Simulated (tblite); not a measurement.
# F2H2SSe: the cost of one run

Computed with tblite 0.8.0 and PySCF 2.14.0; each step states its level. No surroundings beyond the atoms listed, unless a continuum is named. Atoms count from 0, parts from 1.

### Step 1. The system as given

6 atoms, charge 0, multiplicity 1; geometry: rigid parts in contact. Parts: 1 = atoms 0–2, `F[Se]F`, charge 0; 2 = atoms 3–5, `S`, charge 0.

### Step 2. Docking the parts with GFN2-xTB

What the job is given:

```
{"job": {"kind": "dock", "xc": "GFN2-xTB", "basis": "xTB"}, "charge": 0, "multiplicity": 1, "parts": [{"atoms": "0-2", "charge": 0, "multiplicity": 1}, {"atoms": "3-5", "charge": 0, "multiplicity": 1}]}
F     -1.320717    -0.397676    -0.000708
Se     0.004496     0.809921    -0.007362
F      1.316221    -0.412245     0.008070
S      2.038946     2.695649     0.306098
H      2.777636     2.996308    -0.754101
H      2.389291     1.416799     0.256221
```

With the program's defaults for keys left out, this is: GFN2-xTB search for minima from random contacts, gas phase.

Run with:

```sh
OMP_NUM_THREADS=1 python cluster_run.py task.json out
```

One launch serves the whole session: the jobs run in the order shown.

Q: Estimate the wall time of this first job on 1 thread of Arm Neoverse N1, shared host.

About 2.4 s.
